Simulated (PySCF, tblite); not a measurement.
# C6H9O2 radical: geometry, infrared bands and EPR parameters

Wanted: the infrared bands and EPR parameters of C6H9O2 radical (`C/C(C=O)=C\CC[O]`), by calculation.

Programs: tblite 0.8.0 and PySCF 2.14.0, with density-fitted response routines of our own. Each step states its level of theory. These are calculated values for one molecule in the gas phase, unless marked as measured. Atoms count from 0, in the outputs and in this text.

### 1 Starting geometry

17 atoms, charge 0, multiplicity 2; geometry from: force field or distance geometry start.

Bonds of the start (Å): C0–C1 1.49, C1–C2 1.45, C2–O3 1.28, C1–C4 1.31, C4–C5 1.47, C5–C6 1.54, C6–O7 1.38, C0–H8 1.12, C0–H9 1.10, C0–H10 1.12, C2–H11 1.09, C4–H12 1.10, C5–H13 1.12, C5–H14 1.09, C6–H15 1.10, C6–H16 1.13.

### 2 Relaxing the molecule with GFN2-xTB

What the job is given:

```
{"job": {"kind": "relax", "xc": "GFN2-xTB", "basis": "xTB"}, "charge": 0, "multiplicity": 2}
C     -1.477400    -0.936500    -0.668900
C     -1.056900     0.261000     0.115800
C     -2.049600     1.294100     0.323500
O     -3.230100     1.223100    -0.154100
C      0.135500     0.395200     0.636400
C      1.178400    -0.629800     0.454200
C      2.316200     0.108200    -0.279900
O      1.909900     0.608700    -1.501400
H     -0.773800    -1.058600    -1.537400
H     -2.540300    -0.896100    -0.945300
H     -1.274100    -1.831600    -0.021700
H     -1.746400     2.165400     0.902000
H      0.415800     1.289000     1.218400
H      1.543600    -0.952400     1.459700
H      0.855800    -1.520000    -0.086800
H      3.235600    -0.499100    -0.316000
H      2.550800     0.991200     0.391700
```

On the command line:

```
$ OMP_NUM_THREADS=1 python probes_run.py task.json out
```

The driver reads the jobs from task.json and runs them one after another.

**Question.** This job is followed by: GFN2-xTB harmonic vibrations, gas phase; UKS B3LYP, pcH-1 on C H O, non-relativistic, mean-field spin-orbit, GIAO. Predict these results of the whole session: strongest single infrared mode (GFN2-xTB); zero-point energy (GFN2-xTB); g(iso) (B3LYP); ⟨S²⟩; largest a(iso) (averaged by class); surface potential, 1st and 99th percentile.

The runs gave:

| quantity | value |
| --- | --- |
| strongest single infrared mode (GFN2-xTB) | 1739 cm⁻¹, 450 km/mol |
| zero-point energy (GFN2-xTB) | 83.2 kcal/mol |
| g(iso) (B3LYP) | 2.00954 |
| ⟨S²⟩ | 0.755 (exact 0.75) |
| largest a(iso) (averaged by class) | 1H on H15, H16, 103.7 MHz |
| surface potential, 1st and 99th percentile | -1.62 V and 1.30 V |

**Reading.** The optimisation took 126 steps and gained 0.849 eV; among the close pairs (by a distance rule), C2–O3 changed most, from 1.275 to 1.204 Å. No mode is imaginary among the 45: a minimum at this level. The strongest single mode, at 1739 cm⁻¹, moves mainly C2 and O3. Unscaled tight-binding wavenumbers are off by several per cent, some by more. Its intensities can rank the bands wrongly. O7 carries the largest spin population, 0.67 e. The isotropic g lies 7.2 ppt above the free-electron value.
